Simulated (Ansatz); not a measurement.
Run this with the Python package of Ansatz (0.2.0) and show what comes out.

Contents of `cdcl.xyz`:
```text
2

Cd    0.00000    0.00000    0.00000
Cl    0.00000    0.00000    2.37000
```

The script, `states_cdcl.py`:
```python
import ansatz as az
import numpy as np

mol = az.Crystal.molecule_from_extxyz("cdcl.xyz")
symbols = [site.symbol for site in mol.cartesian_sites]

start = np.array([site.position_ang for site in mol.cartesian_sites])
for factor in [1.0, 1.5]:
    xyz = (start - start.mean(axis=0)) * factor
    scaled = az.Crystal.molecule()
    for symbol, place in zip(symbols, xyz):
        scaled = scaled.atom(symbol, place.tolist())
    base = (
        scaled.calculation()
        .basis(gaussian="def2-TZVP")
        .functional("HF")
        .spin("collinear", total=1)
    )
    for search in ("off", "standard"):
        try:
            rep = base.scf(lower_state_search=search).run(threads=1).report
        except az.AnsatzError as error:
            print(f"x{factor} search {search}: {type(error).__name__}")
            continue
        state = rep["mean_field"]["state"]
        print(f"all distances x{factor}, search {search:8s} E = {rep['free_energy_ev']:.5f} eV  <S^2> = {abs(state['spin_squared']):.3f}  other states met: {len(rep['mean_field']['others'])}")
```

```console
$ python states_cdcl.py
all distances x1.0, search off      E = -17045.77026 eV  <S^2> = 0.756  other states met: 0
all distances x1.0, search standard E = -17045.77026 eV  <S^2> = 0.756  other states met: 0
all distances x1.5, search off      E = -17044.21203 eV  <S^2> = 0.837  other states met: 0
all distances x1.5, search standard E = -17044.21203 eV  <S^2> = 0.837  other states met: 4
```

These settings explore the input space; basis and method may be short of convergence. The count of other states can hold repeated and symmetry-equivalent ends of the search; scaling all distances is a test, and for more than two atoms no physical path. def2 sets replace the cores of elements past krypton by effective core potentials. The species is open-shell (spin multiplicity 2). The expectation value of S² is noticeably off S(S+1) in at least one run, so that state is spin-contaminated. The spin state was assumed, and another may lie lower. It ran for 5.2 s on 1 thread of Arm Neoverse V2, on a shared host, peak memory 0.2 GiB.

(Lines on the test bed's own set-up are left out of the output.)
